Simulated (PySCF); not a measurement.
**I2SSi: the SCF solver's settings**

Do solver options change the result for I2SSi, or only the number of cycles?

Computed with PySCF 2.14.0. Level: each script names its method and basis.

### Step 1. Where the work starts

I2SSi: 4 atoms, charge 0, spin multiplicity 1.

Bond lengths: Si1–S2 1.943 Å, Si1–I3 2.421 Å, Si1–I4 2.421 Å. Angles: S2–Si1–I3 125.5°, S2–Si1–I4 125.5°, I3–Si1–I4 109.0°.

### Step 2. The run that the others are compared with

Input file input.py:

```python
from pyscf import gto, scf

mol = gto.M(
    atom='Si -0.4692 -0.8127 0; S -1.4409 -2.4958 0; I 1.9403 -0.5812 0; I -1.4735 1.3897 0',
    basis='lanl2dz',
    ecp={'Si': 'lanl2dz', 'S': 'lanl2dz', 'I': 'lanl2dz'},
    charge=0,
    spin=0,
    symmetry=True,
    verbose=3,
)
mf = scf.RHF(mol)
mf.kernel()
mf.dip_moment()
print('orbital energies (hartree):', mf.mo_energy[..., max(0, mol.nelec[1]-3):mol.nelec[0]+3].round(4))
```

Started as:

```console
> OMP_NUM_THREADS=1 python input.py
```

Its log is not repeated here.

Base result: E(SCF) = -35.978574 Eh, μ = 2.61 D.

### Step 3. Level shift 0.3 hartree

Run 1 changes level shift: none → 0.3 hartree.

Input file input.py:

```python
from pyscf import gto, scf

mol = gto.M(
    atom='Si -0.4692 -0.8127 0; S -1.4409 -2.4958 0; I 1.9403 -0.5812 0; I -1.4735 1.3897 0',
    basis='lanl2dz',
    ecp={'Si': 'lanl2dz', 'S': 'lanl2dz', 'I': 'lanl2dz'},
    charge=0,
    spin=0,
    symmetry=True,
    verbose=3,
)
mf = scf.RHF(mol)
mf.level_shift = 0.3
mf.kernel()
mf.dip_moment()
print('orbital energies (hartree):', mf.mo_energy[..., max(0, mol.nelec[1]-3):mol.nelec[0]+3].round(4))
```

Started as:

```console
> OMP_NUM_THREADS=1 python input.py
```

### Step 4. Level shift 0.5 hartree

Run 2 changes level shift: none → 0.5 hartree.

Edit input.py of step 2 so:

```diff
@@ -12,2 +12,3 @@
 mf = scf.RHF(mol)
+mf.level_shift = 0.5
 mf.kernel()
```

### Step 5. Point-group symmetry off

Run 3 changes point-group symmetry: on → off.

Edit input.py of step 2 so:

```diff
@@ -8,3 +8,2 @@
     spin=0,
-    symmetry=True,
     verbose=3,
```

### Step 6. Convergence threshold 1e-16 hartree

Run 4 changes convergence threshold: default → 1e-16 hartree.

Edit input.py of step 2 so:

```diff
@@ -12,2 +12,3 @@
 mf = scf.RHF(mol)
+mf.conv_tol = 1e-16
 mf.kernel()
```

### Step 7. Smearing width 0.005 hartree

Run 5 changes smearing width: none → 0.005 hartree.

Edit input.py of step 2 so:

```diff
@@ -12,2 +12,3 @@
 mf = scf.RHF(mol)
+mf = scf.addons.smearing_(mf, sigma=0.005, method='fermi')
 mf.kernel()
```

**Question.** What will these runs give? Wanted: for each run, E(SCF); from base; SCF dipole.

**Answer**, as computed:

```tsv
run	E(SCF) (hartree)	from base (eV)	SCF dipole (D)
base	-35.978574	0	2.61
level shift 0.3 hartree	-35.978574	0.0000	2.61
level shift 0.5 hartree	-35.978574	0.0000	2.61
point-group symmetry off	-35.978574	0.0000	2.61
convergence threshold 1e-16 hartree	-35.978574	0.0000	2.61
smearing width 0.005 hartree	-35.978574	0.0000	2.61
```

What this shows: No change of the SCF energy comes from level shift 0.3 hartree or level shift 0.5 hartree or point-group symmetry off or convergence threshold 1e-16 hartree or smearing width 0.005 hartree.
